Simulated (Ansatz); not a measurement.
**SiB2: from a guess to a relaxed structure, part 1 of 2**

Aim: relax a trial structure of SiB2 and see where it ends.

Computed with Ansatz 0.2.0 (DFT PBE+D3(BJ), scalar-relativistic, plane waves, PAW, unless a step's input says otherwise).

### Step 1. The system as given

Symmetry: P6mm, No. 183, hexagonal system. Conventional cell: a = 3.110 Å, b = 3.110 Å, c = 3.739 Å, α = 90.00°, β = 90.00°, γ = 120.00°. Around Si (site symmetry 6mm) lie 6 B at 1.89 Å. B (site symmetry 3m) is surrounded by 3 B at 1.80 Å and 3 Si at 1.89 Å.

Coordinates:

```
Si B
1.0
     3.10990    0.00000    0.00000
    -1.55495    2.69325    0.00000
     0.00000    0.00000    3.73862
Si B
1 2
Direct
  0.00000 0.00000 0.15744
  0.33333 0.66667 0.00000
  0.66667 0.33333 0.00000
```

The cell is invented: sheets of the MB2-top type stacked in turn (P6mm, No. 183). The dimensions are guesses.

### Step 2. A first look at the guess

input.yaml

```yaml
crystal:
  lattice:
    - [3.1098994, 0.0, 0.0]
    - [-1.5549497, 2.69325188, 0.0]
    - [0.0, 0.0, 3.73862449]
  atoms:
    - { symbol: Si, position: [0.0, 0.0, 0.15744413] }
    - { symbol: B, position: [0.33333333, 0.66666667, 0.0] }
    - { symbol: B, position: [0.66666667, 0.33333333, 0.0] }
basis:
  ecutwfc: 420
kpoints:
  mp_grid: { grid: [6, 6, 6] }
hamiltonian:
  xc: pbe
  dispersion: d3bj
scf:
  occupations: { method: gaussian, width: 0.1 }
  lower_state_search: "off"
output:
  forces: true
  stress: true
  eigenvalues: true
```

The run is started by

```console
$ ansatz run input.yaml --threads 1 --pin off --max-ram 2048MiB --backend cpu --events-out ev --progress --plain --runs-dir out
```

Output, shortened:

```text
Warning: RAYON_NUM_THREADS=1 ignored (pool sized by the plan → 1); use --threads N
[...]
Pseudopotentials: kind: paw
Pseudopotential: Si, paw, valence charge 4, recommended cutoff 420 eV (normal), Si.paw.azcp
Pseudopotential: B, paw, valence charge 3, recommended cutoff 420 eV (normal), B.paw.azcp
Functional definition: PBE
[...]
Crystal: 3 atoms, lattice volume = 31.314 Å³
Basis set: ecut = 420 eV, 601 PW (Γ), exchange–correlation on 48×48×50 points (8 copies of the dense FFT grid, shifted against one another)
Bands: 9, of which v1, the nominal top of the filled ones, is band 5 counted from 1 (4 counted from 0)
Symmetry: 12 space group operations
Space group: P6mm (ITA 183), of the structure as read, at distance tolerance 3.2e-5 Å
k-points: 28 of 216 (time reversal used)
[...]
SCF iter   1: F=—  HF=-943.628362 eV  |F-HF|=—  |Δ(HF+E_count)|=         —  Δρ=8.01e-3  dr2=2.61e-2  ethr=1.77e-3  ⟨swp⟩=5.1  Hψ=1992  notcnv=0
[...]
SCF iter   6: F=-943.623582 eV  HF=-943.623582 eV  |F-HF|=1.29e-8  |Δ(HF+E_count)|=   7.01e-7  Δρ=7.29e-6  dr2=1.47e-8  ethr=1.00e-9  ⟨swp⟩=7.0  Hψ=1432  notcnv=0
[...]
SCF converged after 6 iterations
Free energy (F): -943.623582 eV
[...]
E sigma→0 (E₀):  -943.622877 eV
Entropy (-TS):   -0.001411 eV (-0.470 meV/atom)
Fermi energy:    9.091675 eV
[...]
--- Forces (eV/Å), atoms counted from 1 ---
  atom   1  Si    -0.00000000     0.00000000     4.21087213
  atom   2  B     -0.00000000    -0.00000000    -2.10535592
  atom   3  B      0.00000000     0.00000000    -2.10535592
[...]
--- Stress (GPa, compression-positive) ---
       55.391990      -0.000000      -0.000000
       -0.000000      55.391990       0.000000
       -0.000000      -0.000000       5.392725
  P = ⅓ Tr σ = 38.7256 GPa (387.256 kbar)
--- Band table (eV; the first three rows and the last of 28) ---
  k-point 0: bands = ["-7.7131", "3.2073", "5.1306", "5.1306", "7.9890", "7.9890", "8.0984", "14.4617", "16.4306"]
[...]
```

Run time: 0.7 s. Hardware: 1 thread of Intel Xeon 6975P-C (Granite Rapids), shared host; peak memory 0.33 GiB.

Read-out: pressure 38.7 GPa, largest force 4.21 eV/Å, gap on this mesh none (metal). A guess like this is first relaxed loosely on the coarse mesh.

### Step 3. Rough relaxation on the coarse mesh

Edit input.yaml of step 2 so:

```diff
@@ -23 +23,6 @@
   eigenvalues: true
+relax:
+  adjacent_minimum: "off"
+  f_tol: 0.04
+  max_steps: 70
+  cell: { stress_tol: 0.4 }
```

The run is started by

```console
$ ansatz run input.yaml --threads 1 --pin off --max-ram 2048MiB --backend cpu --events-out ev --progress --plain --runs-dir out
```

Output:

```text
Warning: RAYON_NUM_THREADS=1 ignored (pool sized by the plan → 1); use --threads N
Engine: ansatz 0.2.0, x86_64-unknown-linux-gnu
[... 4 set-up lines as earlier in the session ...]
  parameter kappa = 0.804
  parameter beta = 0.06672455060314922
  exchange = pbe_x(kappa = kappa, mu = beta*pi^2/3)
  correlation = pbe_c(beta = beta)
Crystal: 3 atoms, lattice volume = 31.314 Å³
Basis set: ecut = 420 eV, 601 PW (Γ), exchange–correlation on 48×48×50 points (8 copies of the dense FFT grid, shifted against one another)
Bands: 9, of which v1, the nominal top of the filled ones, is band 5 counted from 1 (4 counted from 0)
[... 2 set-up lines as earlier in the session ...]
k-points: 28 of 216 (time reversal used)
Non-local potential: Si, projectors of the file, l = 0: 2, l = 1: 2, l = 2: 2
Non-local potential: B, projectors of the file, l = 0: 2, l = 1: 2, l = 2: 1
PAW form: soft (Blöchl's): semilocal exchange-correlation on the pseudo side does not see the compensation charge
PAW one-centre angular grid: Si, 110 points (default); XC on 64 Gauss nodes
PAW one-centre angular grid: B, 110 points (default); XC on 64 Gauss nodes
Initial density: superposition of atomic densities (neutral atoms: chi_scale 0, normalization atom), corrected by the library's trained network
Initial wavefunctions: pseudopotential atomic-orbital guess
Functional: x = pbe(κ = 0.804, μ = 0.2195149727645171), c = pbe(β = 0.06672455060314922)
SCF iter   1: F=—  HF=-943.628362 eV  |F-HF|=—  |Δ(HF+E_count)|=         —  Δρ=8.01e-3  dr2=2.61e-2  ethr=1.77e-3  ⟨swp⟩=5.1  Hψ=1992  notcnv=0
preconditioner: auto → none  [insulator: Δε(μ)=0.285 eV  Ē_g=11.522 eV  σ=0.100 eV  W_gap=0.86  n_scr=2 (ndim 8)  ℏωp=21.0 eV  f_vac=0.000  D(μ)=0.24/eV (n_scr^D=0)  ε∞_Penn≈4.3]
SCF iter   2: F=—  HF=-943.623063 eV  |F-HF|=—  |Δ(HF+E_count)|=   5.30e-3  Δρ=2.71e-3  dr2=2.34e-3  ethr=2.61e-4  ⟨swp⟩=2.1  Hψ=549  notcnv=0
SCF iter   3: F=—  HF=-943.623321 eV  |F-HF|=—  |Δ(HF+E_count)|=   2.57e-4  Δρ=1.16e-3  dr2=3.10e-4  ethr=2.34e-5  ⟨swp⟩=2.8  Hψ=387  notcnv=0
SCF iter   4: F=—  HF=-943.623530 eV  |F-HF|=—  |Δ(HF+E_count)|=   2.09e-4  Δρ=3.80e-4  dr2=1.78e-5  ethr=3.10e-6  ⟨swp⟩=2.8  Hψ=403  notcnv=0
SCF iter   5: F=—  HF=-943.623582 eV  |F-HF|=—  |Δ(HF+E_count)|=   5.20e-5  Δρ=3.89e-5  dr2=2.70e-7  ethr=1.78e-7  ⟨swp⟩=2.2  Hψ=399  notcnv=0
SCF iter   6: F=-943.623582 eV  HF=-943.623582 eV  |F-HF|=1.31e-8  |Δ(HF+E_count)|=   7.04e-7  Δρ=7.32e-6  dr2=1.48e-8  ethr=1.00e-9  ⟨swp⟩=7.0  Hψ=1431  notcnv=0
SCF 1 converged in 6 iterations: F = -943.623582 eV  dr2 = 1.48e-8
relax step   1: F+E_penalty+E_count = -943.62358228 eV  Δ(F+E_penalty+E_count) = +0.000e0 eV  max|allowed force component| = 4.211e0 eV/Å  Δτ_max = 0.0000 Å  P = +38.726 GPa  Ω = 31.314 Å³  (6 SCF iters, dr2 threshold 1.00e-7 eV, accepted)
Crystal: 3 atoms, lattice volume = 31.094 Å³
Basis set: ecut = 420 eV, 575 PW (Γ), exchange–correlation on 48×48×50 points (8 copies of the dense FFT grid, shifted against one another)
Initial density: handed on by an earlier stage of this run
Initial wavefunctions: those handed on with the density
iter 1 solved again at ethr=5.14e-4 eV; its pass at ethr=3.10e-3 eV (dr2=5.14e-2 eV) is discarded
SCF iter   1: F=—  HF=-944.256725 eV  |F-HF|=—  |Δ(HF+E_count)|=         —  Δρ=9.47e-3  dr2=4.77e-2  ethr=5.14e-4  ⟨swp⟩=1.0  Hψ=2329  notcnv=0
preconditioner: auto → none  [metal: Δε(μ)=0.032 eV  Ē_g=11.139 eV  σ=0.100 eV  W_gap=0.18  n_scr=2 (ndim 8)  ℏωp=21.1 eV  f_vac=0.000  D(μ)=1.62/eV (n_scr^D=20)]
SCF iter   2: F=—  HF=-944.240722 eV  |F-HF|=—  |Δ(HF+E_count)|=   1.60e-2  Δρ=2.88e-3  dr2=2.96e-3  ethr=4.77e-4  ⟨swp⟩=2.5  Hψ=479  notcnv=0
SCF iter   3: F=—  HF=-944.240037 eV  |F-HF|=—  |Δ(HF+E_count)|=   6.85e-4  Δρ=1.22e-3  dr2=2.66e-4  ethr=2.96e-5  ⟨swp⟩=1.8  Hψ=384  notcnv=0
SCF iter   4: F=—  HF=-944.239967 eV  |F-HF|=—  |Δ(HF+E_count)|=   6.98e-5  Δρ=4.43e-4  dr2=5.01e-5  ethr=2.66e-6  ⟨swp⟩=2.4  Hψ=396  notcnv=0
SCF iter   5: F=—  HF=-944.239957 eV  |F-HF|=—  |Δ(HF+E_count)|=   1.05e-5  Δρ=6.02e-5  dr2=6.73e-7  ethr=5.01e-7  ⟨swp⟩=2.0  Hψ=355  notcnv=0
SCF iter   6: F=-944.239957 eV  HF=-944.239957 eV  |F-HF|=1.15e-9  |Δ(HF+E_count)|=   1.89e-7  Δρ=7.05e-6  dr2=1.21e-8  ethr=3.00e-9  ⟨swp⟩=5.7  Hψ=1327  notcnv=0
SCF 2 converged in 6 iterations: F = -944.239957 eV  dr2 = 1.21e-8
relax step   2: F+E_penalty+E_count = -944.23995715 eV  Δ(F+E_penalty+E_count) = -6.164e-1 eV  max|allowed force component| = 3.376e0 eV/Å  Δτ_max = 0.0562 Å  P = +24.220 GPa  Ω = 31.094 Å³  energy of the carried Pulay correction = +2.677e-4 eV  (6 SCF iters, dr2 threshold 3.00e-7 eV, accepted)
Crystal: 3 atoms, lattice volume = 31.192 Å³
Basis set: ecut = 420 eV, 635 PW (Γ), exchange–correlation on 48×48×50 points (8 copies of the dense FFT grid, shifted against one another)
iter 1 solved again at ethr=1.60e-3 eV; its pass at ethr=3.10e-3 eV (dr2=1.60e-1 eV) is discarded
SCF iter   1: F=—  HF=-944.971520 eV  |F-HF|=—  |Δ(HF+E_count)|=         —  Δρ=1.64e-2  dr2=1.59e-1  ethr=1.60e-3  ⟨swp⟩=1.0  Hψ=2292  notcnv=0
preconditioner: auto → none  [metal: Δε(μ)=0.094 eV  Ē_g=10.564 eV  σ=0.100 eV  W_gap=0.48  n_scr=8 (ndim 8)  ℏωp=21.0 eV  f_vac=0.000  D(μ)=1.36/eV (n_scr^D=8)]
SCF iter   2: F=—  HF=-944.916745 eV  |F-HF|=—  |Δ(HF+E_count)|=   5.48e-2  Δρ=3.94e-3  dr2=5.28e-3  ethr=1.59e-3  ⟨swp⟩=2.5  Hψ=477  notcnv=0
SCF iter   3: F=—  HF=-944.915361 eV  |F-HF|=—  |Δ(HF+E_count)|=   1.38e-3  Δρ=1.70e-3  dr2=4.16e-4  ethr=5.28e-5  ⟨swp⟩=1.2  Hψ=443  notcnv=0
SCF iter   4: F=—  HF=-944.915258 eV  |F-HF|=—  |Δ(HF+E_count)|=   1.03e-4  Δρ=5.91e-4  dr2=8.66e-5  ethr=4.16e-6  ⟨swp⟩=2.6  Hψ=400  notcnv=0
SCF iter   5: F=—  HF=-944.915236 eV  |F-HF|=—  |Δ(HF+E_count)|=   2.18e-5  Δρ=8.46e-5  dr2=8.72e-7  ethr=8.66e-7  ⟨swp⟩=2.2  Hψ=379  notcnv=0
SCF iter   6: F=-944.915237 eV  HF=-944.915237 eV  |F-HF|=7.83e-9  |Δ(HF+E_count)|=   4.80e-7  Δρ=1.11e-5  dr2=1.46e-8  ethr=3.00e-9  ⟨swp⟩=5.6  Hψ=1358  notcnv=0
SCF 3 converged in 6 iterations: F = -944.915237 eV  dr2 = 1.46e-8
relax step   3: F+E_penalty+E_count = -944.91523671 eV  Δ(F+E_penalty+E_count) = -6.753e-1 eV  max|allowed force component| = 2.342e0 eV/Å  Δτ_max = 0.1404 Å  P = +3.003 GPa  Ω = 31.192 Å³  energy of the carried Pulay correction = +1.482e-4 eV  (6 SCF iters, dr2 threshold 3.00e-7 eV, accepted)
[... from here on, the SCF cycles and remarks between the steps are left out ...]
relax step   4: F+E_penalty+E_count = -945.50009105 eV  Δ(F+E_penalty+E_count) = -5.849e-1 eV  max|allowed force component| = 2.108e0 eV/Å  Δτ_max = 0.1960 Å  P = -9.650 GPa  Ω = 30.894 Å³  energy of the carried Pulay correction = +5.130e-4 eV  (6 SCF iters, dr2 threshold 3.00e-7 eV, accepted)
relax step   5: F+E_penalty+E_count = -946.21659176 eV  Δ(F+E_penalty+E_count) = -7.165e-1 eV  max|allowed force component| = 1.654e0 eV/Å  Δτ_max = 0.1954 Å  P = -14.275 GPa  Ω = 29.832 Å³  energy of the carried Pulay correction = +1.840e-3 eV  (6 SCF iters, dr2 threshold 3.00e-7 eV, accepted)
relax step   6: F+E_penalty+E_count = -946.75975497 eV  Δ(F+E_penalty+E_count) = -5.432e-1 eV  max|allowed force component| = 2.863e-1 eV/Å  Δτ_max = 0.1963 Å  P = -12.102 GPa  Ω = 28.457 Å³  energy of the carried Pulay correction = +3.630e-3 eV  (6 SCF iters, dr2 threshold 3.00e-7 eV, accepted)
relax step   7: F+E_penalty+E_count = -946.94144728 eV  Δ(F+E_penalty+E_count) = -1.817e-1 eV  max|allowed force component| = 1.657e-1 eV/Å  Δτ_max = 0.1160 Å  P = -0.499 GPa  Ω = 26.305 Å³  energy of the carried Pulay correction = +6.603e-3 eV  (6 SCF iters, dr2 threshold 3.00e-7 eV, accepted)
relax step   8: F+E_penalty+E_count = -946.94407607 eV  Δ(F+E_penalty+E_count) = -2.629e-3 eV  max|allowed force component| = 9.874e-2 eV/Å  Δτ_max = 0.0171 Å  P = -0.998 GPa  Ω = 26.394 Å³  energy of the carried Pulay correction = +6.475e-3 eV  (4 SCF iters, dr2 threshold 3.00e-7 eV, accepted)
relax step   9: F+E_penalty+E_count = -946.94693597 eV  Δ(F+E_penalty+E_count) = -2.860e-3 eV  max|allowed force component| = 2.146e-3 eV/Å  Δτ_max = 0.0286 Å  P = -0.203 GPa  Ω = 26.227 Å³  energy of the carried Pulay correction = +6.714e-3 eV  (5 SCF iters, dr2 threshold 3.00e-7 eV, accepted)
relax step  10: F+E_penalty+E_count = -946.94698074 eV  Δ(F+E_penalty+E_count) = -4.477e-5 eV  max|allowed force component| = 1.247e-4 eV/Å  Δτ_max = 0.0007 Å  P = +0.035 GPa  Ω = 26.143 Å³  energy of the carried Pulay correction = +6.836e-3 eV  (4 SCF iters, dr2 threshold 3.00e-7 eV, rejected (line search))
relax step  11: F+E_penalty+E_count = -946.94712688 eV  Δ(F+E_penalty+E_count) = -1.909e-4 eV  max|allowed force component| = 2.284e-4 eV/Å  Δτ_max = 0.0006 Å  P = +0.018 GPa  Ω = 26.167 Å³  energy of the carried Pulay correction = +6.801e-3 eV  (4 SCF iters, accepted)
Basis set: ecut = 420 eV, 527 PW (Γ), exchange–correlation on 40×40×48 points (8 copies of the dense FFT grid, shifted against one another)
Initial wavefunctions: pseudopotential atomic-orbital guess (no wavefunctions were taken with the density)
iter 1 solved again at ethr=2.54e-8 eV; its pass at ethr=3.10e-3 eV (dr2=2.54e-6 eV) is discarded
SCF iter   1: F=—  HF=-946.944047 eV  |F-HF|=—  |Δ(HF+E_count)|=         —  Δρ=3.00e-4  dr2=2.33e-6  ethr=2.54e-8  ⟨swp⟩=3.0  Hψ=2521  notcnv=0
SCF iter   2: F=—  HF=-946.944049 eV  |F-HF|=—  |Δ(HF+E_count)|=   2.30e-6  Δρ=1.53e-4  dr2=6.14e-7  ethr=2.33e-8  ⟨swp⟩=2.0  Hψ=384  notcnv=0
SCF iter   3: F=—  HF=-946.944053 eV  |F-HF|=—  |Δ(HF+E_count)|=   3.95e-6  Δρ=1.61e-5  dr2=1.16e-7  ethr=6.14e-9  ⟨swp⟩=2.1  Hψ=387  notcnv=0
SCF iter   4: F=-946.944053 eV  HF=-946.944053 eV  |F-HF|=4.05e-11  |Δ(HF+E_count)|=   2.80e-8  Δρ=2.12e-6  dr2=5.27e-10  ethr=1.92e-11  ⟨swp⟩=3.2  Hψ=1001  notcnv=0
SCF 12 converged in 4 iterations: F = -946.944053 eV  dr2 = 5.27e-10
relax step  12: F+E_penalty+E_count = -946.94405289 eV  Δ(F+E_penalty+E_count) = +3.074e-3 eV  max|allowed force component| = 2.275e-4 eV/Å  Δτ_max = 0.0000 Å  P = -0.180 GPa  Ω = 26.167 Å³  stress off target by 1.82e-1 GPa  SCF on the basis re-selected at this cell (its energy is not comparable with the rows above)  (4 SCF iters)
basis re-selected at this cell: Δ(F+E_penalty+E_count) = +3.074e-3 eV, ΔP = -0.198 GPa vs the last step (what re-selecting the basis moved, of the pressure what is left beyond the Pulay correction that the steps carried, after the strain that the cell walked since its last selection, with what the two solves' SCF thresholds leave and, on support functions, any second-order correction that the steps lacked; it is no measure of the basis error at this ecutwfc). The dense FFT grid was sized anew with the basis: this SCF ran on 20×20×24 points, the steps before it on 24×24×25, so part of this shift can come from that change (see relax.cell in the input reference). This SCF's stress stands 1.82e-1 GPa from its target on what of the cell is left free (relax.cell.stress_tol is 4.00e-1 GPa) and its largest allowed force component is 2.27e-4 eV/Å (relax.f_tol is 4.00e-2 eV/Å): within both
SCF converged after 4 iterations
Free energy (F): -946.944053 eV
Harris-Foulkes:  -946.944053 eV  (|F-HF|=4.05e-11)
Internal energy: -946.939161 eV  (E = F + TS)
E sigma→0 (E₀):  -946.941607 eV
Entropy (-TS):   -0.004892 eV (-1.631 meV/atom)
Fermi energy:    11.875713 eV
--- Per-component energies (eV) ---
  E_band       = 52.870641
  E_kinetic    = 141.566860
  E_local      = -27.326076  (includes V_loc(G=0)·N_el)
  E_nonlocal   = 48.509547
  E_hartree    = 11.575939
  E_xc         = -121.615646
  E_vxc        = -125.904752  (∫ρ·V_xc dr)
  E_paw        = -669.202033  (= ΣΔE_a)
  E_vpaw       = -7.126745  (= ΣTr[D̂ρ^β])
  E_aug_tail   = 0.000001  (compensation charges beyond the density's cutoff)
  E_ewald      = -329.518228
  E_disp       = -0.929525  (pairwise vdW)
  E_smearing   = -0.004892  (= −TS)
  E_closure    = -0.000000  (closes the sum)
  Σ components = -946.944053   (vs F -946.944053, Δ=0.00e0)
--- Forces (eV/Å), atoms counted from 1 ---
  atom   1  Si     0.00000000     0.00000000    -0.00022832
  atom   2  B     -0.00000000     0.00000000     0.00011289
  atom   3  B      0.00000000    -0.00000000     0.00011289
  max |Σ_I F_I| component: 2.54e-6 eV/Å
--- Stress (GPa, compression-positive) ---
       -0.182289      -0.000000      -0.000000
       -0.000000      -0.182289       0.000000
       -0.000000       0.000000      -0.176106
  P = ⅓ Tr σ = -0.1802 GPa (-1.802 kbar)
--- Band table (eV; the first three rows and the last of 28) ---
  k-point 0: bands = ["-4.2839", "5.4357", "8.3697", "10.9245", "10.9245", "15.0075", "15.0075", "20.1481", "20.2489"]
  k-point 1: bands = ["-3.9801", "3.3026", "11.0003", "11.0394", "11.0394", "15.2964", "15.2964", "19.9133", "20.5358"]
  k-point 2: bands = ["-3.0856", "0.7177", "11.2877", "11.2877", "14.9250", "16.1402", "16.1402", "19.5666", "19.9112"]
  k-point 27: bands = ["3.6474", "3.8201", "3.8201", "6.1670", "6.1670", "6.5978", "19.3180", "21.8909", "21.8909"]
--- Relaxed structure (11 steps of the walk, 10 accepted, 1 SCFs on fresh bases) ---
  F+E_penalty+E_count = -946.94405289 eV   max|allowed force component| = 2.275e-4 eV/Å   (the final SCF, on the basis selected at the relaxed cell)
  cell:  # Å, volume = 26.1671 Å³
    - [2.954796823134063, 2.8699741616456434e-18, 7.14697838711895e-18]
    - [-1.4773984115670316, 2.5589291118556536, -3.573489193559475e-18]
    - [8.591875494593442e-18, -8.366649568975359e-33, 3.4607515819651895]
  atoms:
    - { symbol: Si, position: [-5.080403250211102e-18, 3.636243753166776e-33, 0.3858323498864243] }
    - { symbol: B, position: [0.33333333333333337, 0.6666666666666667, -0.11419410994321208] }
    - { symbol: B, position: [0.6666666666666666, 0.33333333333333337, -0.11419410994321208] }
```

It took 8.2 s on 1 thread of Intel Xeon 6975P-C (Granite Rapids), shared host; peak memory 0.35 GiB.

Relaxation path:

```
step  E - E(step 1) (eV/cell)  largest force component (eV/Å)  pressure (GPa)  volume (Å³)
   1                   0.0000                          4.2108           38.73        31.31
   2                  -0.6164                          3.3758           24.22        31.09
   3                  -1.2917                          2.3422            3.00        31.19
   4                  -1.8765                          2.1076           -9.65        30.89
   5                  -2.5930                          1.6538          -14.27        29.83
   6                  -3.1362                          0.2863          -12.10        28.46
   7                  -3.3179                          0.1657           -0.50        26.30
   8                  -3.3205                          0.0987           -1.00        26.39
   9                  -3.3234                          0.0021           -0.20        26.23
  10                  -3.3234                          0.0001            0.03        26.14
  11                  -3.3235                          0.0002            0.02        26.17
  12                  -3.3205                          0.0002           -0.18        26.17
```

Step 1 is the start. Step 12 repeats the geometry before it on a plane-wave basis chosen anew for that cell, so its energy need not be comparable with the rows above. Step 10 was tried and not accepted.

|  | before | after | change |
| --- | --- | --- | --- |
| a (Å) | 3.110 | 2.955 | -5.0 % |
| b (Å) | 3.110 | 2.955 | -5.0 % |
| c (Å) | 3.739 | 3.461 | -7.4 % |
| volume (Å³/atom) | 10.44 | 8.72 | -16.4 % |
| shortest distance (Å) | 1.796 | 1.706 | -5.0 % |
| space group (0.01 Å) | P6mm | P6/mmm | changed |

(Continued in part 2 of 2.)
